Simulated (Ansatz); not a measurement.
# CH₅FSeSn: a ladder of functionals and wavefunction methods

One table from this session's results is given with a row withheld; the runs are named, their logs left out.

Method: functionals in def2-TZVPP, the program's frozen cores in correlated methods; program: Ansatz 0.2.0, Gaussian basis.

Plan: LDA (SPW92), PBE-D4, revPBE-D4, BLYP-D4, r2SCAN-D4, B97M-V, PBE0-D4, B3LYP-D4, r2SCANh-D4, r2SCAN0-D4, HSE06-D4, BHLYP-D4, CAM-B3LYP-D4, LC-ωPBE, ωB97X-V, ωB97M-V, B2PLYP, PBE-QIDH; CCSD(T)/def2-SVP; CCSD(T)/def2-TZVPP; MP2/def2-QZVPP; extrapolation to the limit; RPA on PBE.

### The relaxed structure

All runs share one geometry, relaxed beforehand with PBE0-D4 in a triple-zeta def2 set. Sn takes the def2 core potential; no spin-orbit term is included.

SMILES `[CH3][SnH]([F])[SeH]`, 9 atoms, charge 0, spin multiplicity 1.

Atoms are counted from 1 here; the program's logs count them from 0.

Bond lengths: C1–Sn2 2.122 Å, C1–H5 1.090 Å, C1–H6 1.089 Å, C1–H7 1.090 Å, Sn2–F3 1.930 Å, Sn2–Se4 2.515 Å, Sn2–H8 1.703 Å, Se4–H9 1.469 Å. Angles: Sn2–C1–H5 110.0°, Sn2–C1–H6 108.7°, Sn2–C1–H7 109.2°, H5–C1–H6 109.7°, H5–C1–H7 109.9°, H6–C1–H7 109.4°, C1–Sn2–F3 103.6°, C1–Sn2–Se4 113.0°, C1–Sn2–H8 119.0°, F3–Sn2–Se4 107.5°, F3–Sn2–H8 104.3°, Se4–Sn2–H8 108.4°, Sn2–Se4–H9 91.5°.

Set-up of the first run:

in.yaml reads:

```yaml
crystal:
  periodic: [false, false, false]
  atoms:
    - {symbol: C, position_ang: [-0.182637, 0.559160, -1.219977]}
    - {symbol: Sn, position_ang: [0.506741, -0.700773, 0.342123]}
    - {symbol: F, position_ang: [2.156104, 0.131829, 0.900232]}
    - {symbol: Se, position_ang: [-1.033278, -0.731838, 2.329872]}
    - {symbol: H, position_ang: [-1.139651, 0.198168, -1.595299]}
    - {symbol: H, position_ang: [-0.299308, 1.568890, -0.827948]}
    - {symbol: H, position_ang: [0.552142, 0.565967, -2.024743]}
    - {symbol: H, position_ang: [0.946878, -2.305190, -0.023058]}
    - {symbol: H, position_ang: [-1.418391, 0.667487, 2.101598]}
basis:
  gaussian: {orbitals: def2-TZVPP}
hamiltonian: {xc: lda}
output: {orbitals: {seedname: orbitals}}
```

Launch:

```console
> ansatz run in.yaml --threads 4 --pin off --events-out ev --progress --plain --max-ram 10444MiB
```

Among the steps run: LDA; PBE-D4 (GGA); revPBE-D4 (GGA); BLYP-D4 (GGA); r2SCAN-D4 (meta-GGA); B97M-V (meta-GGA); PBE0-D4 (hybrid); B3LYP-D4 (hybrid); r2SCANh-D4 (hybrid); r2SCAN0-D4 (hybrid); HSE06-D4 (hybrid); BHLYP-D4 (hybrid); CAM-B3LYP-D4 (range-separated); LC-ωPBE (range-separated); ωB97X-V (range-separated); ωB97M-V (range-separated); B2PLYP (double hybrid); PBE-QIDH (double hybrid).

One of the session's tables, all rows but one given; the rest of the session is left out.

It belongs to the step «Frontier levels by functional». 

| functional | HOMO (eV) | gap (eV) |
| --- | --- | --- |
| LDA (SPW92) | -6.28 | 4.29 |
| PBE-D4 | -6.13 | 4.40 |
| revPBE-D4 | -6.08 | 4.44 |
| BLYP-D4 | -5.96 | 4.27 |
| r2SCAN-D4 | -6.42 | 4.94 |
| B97M-V | -6.49 | 5.05 |
| PBE0-D4 | -7.30 | 6.47 |
| B3LYP-D4 | -7.05 | 5.91 |
| r2SCANh-D4 | -6.85 | 5.69 |
| r2SCAN0-D4 | ? | ? |
| HSE06-D4 | -6.90 | 5.70 |
| BHLYP-D4 | -8.30 | 8.38 |
| CAM-B3LYP-D4 | -8.58 | 8.70 |
| LC-ωPBE | -9.96 | 11.30 |
| ωB97X-V | -9.61 | 10.83 |
| ωB97M-V | -9.47 | 10.49 |

Q: Estimate the row for r2SCAN0-D4 from the others.

Worked estimate for «HOMO (eV)». Against the share of exact exchange, r2SCAN-D4 (0, -6.42), r2SCANh-D4 (0.1, -6.85) give a slope of -4.30 per unit share; at 0.25 the line stands at -7.49.

The run gave: HOMO (eV): -7.49; gap (eV): 6.81. In «HOMO (eV)» the line misses by 0.00.
